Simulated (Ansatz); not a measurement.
# ClH4Sn: the cost of one run

Method: UKS PBE/def2-SVP, in Ansatz 0.2.0.

**1. The structure to begin with**

Bond lengths: Sn1–Cl2 2.660 Å, Sn1–H3 1.740 Å, Sn1–H4 1.739 Å, Sn1–H5 1.739 Å. Angles: Cl2–Sn1–H3 109.4°, Cl2–Sn1–H4 109.5°, Cl2–Sn1–H5 109.5°, H3–Sn1–H4 109.5°, H3–Sn1–H5 109.5°, H4–Sn1–H5 109.5°.

Structure file:

```xyz
6

Sn    0.0000    0.0000    0.0000
Cl    0.0000    0.0000    2.6600
H     1.6408    0.0000   -0.5794
H    -0.8195    1.4198   -0.5794
H    -0.8195   -1.4198   -0.5794
H     0.0000    0.0000    4.3300
```

**2. Pulling towards end A**

Springs on the bonds that form and break draw the guess towards this end; the thresholds are loose.

File input.yaml:

```yaml
crystal:
  periodic: [false, false, false]
  atoms:
    - { symbol: Sn, position_ang: [0.0, 0.0, 0.0] }
    - { symbol: Cl, position_ang: [0.0, 0.0, 2.66] }
    - { symbol: H, position_ang: [1.6408, 0.0, -0.5794] }
    - { symbol: H, position_ang: [-0.8195, 1.4198, -0.5794] }
    - { symbol: H, position_ang: [-0.8195, -1.4198, -0.5794] }
    - { symbol: H, position_ang: [0.0, 0.0, 4.33] }
magnetization:
  spin_polarized: true
  initial_magnetization: 1
basis:
  gaussian: { orbitals: def2-SVP }
hamiltonian:
  xc: pbe
relax:
  f_tol: 0.15
  max_steps: 25
  restrain:
    - { distance: [1, 5], at: 2.57, k: 30.0 }
    - { distance: [0, 1], at: 2.41, k: 30.0 }
```

On the command line:

```bash
> ansatz run input.yaml --threads 1 --pin off --max-ram 2048MiB --backend cpu --events-out ev --progress --plain --runs-dir out
```

**Question.** How long does this run take on 1 thread of Arm Neoverse V2, shared host, and how much memory does it need?

About 11 s, with a peak of 0.12 GiB.
